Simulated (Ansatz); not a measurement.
# MoS2: the cost of one run

Computed with Ansatz 0.2.0 (DFT LDA, all-electron LAPW, scalar-relativistic unless said, unless a step's input says otherwise).

### Step 1. The system as given

Symmetry: P6_3/mmc, No. 194, hexagonal system. The conventional cell has a = 3.122 Å, b = 3.122 Å, c = 12.076 Å, α = 90.00°, β = 90.00°, γ = 120.00°. Around Mo (site symmetry -6m2) lie 6 S at 2.38 Å. Around S (site symmetry 3m) lie 3 Mo at 2.38 Å.

As a file:

```cif
data_structure
_symmetry_space_group_name_H-M 'P 1'
_symmetry_Int_Tables_number 1
_cell_length_a 3.1222
_cell_length_b 3.1222
_cell_length_c 12.0761
_cell_angle_alpha 90.000
_cell_angle_beta 90.000
_cell_angle_gamma 120.000
_cell_volume 101.95
loop_
_atom_site_label
_atom_site_type_symbol
_atom_site_fract_x
_atom_site_fract_y
_atom_site_fract_z
_atom_site_occupancy
Mo1 Mo 0.33333 0.66667 0.25000 1
Mo2 Mo 0.66667 0.33333 0.75000 1
S1 S 0.33333 0.66667 0.62129 1
S2 S 0.66667 0.33333 0.12129 1
S3 S 0.33333 0.66667 0.87871 1
S4 S 0.66667 0.33333 0.37871 1
```

Cartesian axes are those of the input's lattice vectors. The structure goes back to a database entry.

### Step 2. Reference run, fine mesh, LAPW

input.yaml

```yaml
crystal:
  lattice:
    - [3.1221685033, 0.0, 0.0]
    - [-1.56108425165, 2.70387723876, 0.0]
    - [0.0, 0.0, 12.07606008192]
  atoms:
    - { symbol: Mo, position: [0.333333333333, 0.666666666667, 0.25] }
    - { symbol: Mo, position: [0.666666666667, 0.333333333333, 0.75] }
    - { symbol: S, position: [0.333333333333, 0.666666666667, 0.621294047094] }
    - { symbol: S, position: [0.666666666667, 0.333333333333, 0.121294047094] }
    - { symbol: S, position: [0.333333333333, 0.666666666667, 0.878705952906] }
    - { symbol: S, position: [0.666666666667, 0.333333333333, 0.378705952906] }
kpoints:
  mp_grid: { grid: [6, 6, 2] }
scf:
  occupations: { method: fixed }
hamiltonian:
  xc: lda
  pseudopotentials: { kind: all_electron, lapw: { basis_error: 0.001 } }
output:
  forces: true
  stress: true
  eigenvalues: true
  eigenstates:
    nscf_kmesh: { grid: [10, 10, 4] }
    de_dk: true
    e_range: [-9, 10.75913303538]
checkpoint:
  write: ck
  write_wavefunctions: false
```

Command:

```bash
$ ansatz run input.yaml --threads 1 --pin off --max-ram 3072MiB --backend cpu --events-out ev --progress --plain --runs-dir out
```

What time and memory should one allow on 1 thread of Intel Xeon Platinum 8488C (Sapphire Rapids), shared host?

About 58 s, with a peak of 0.53 GiB.
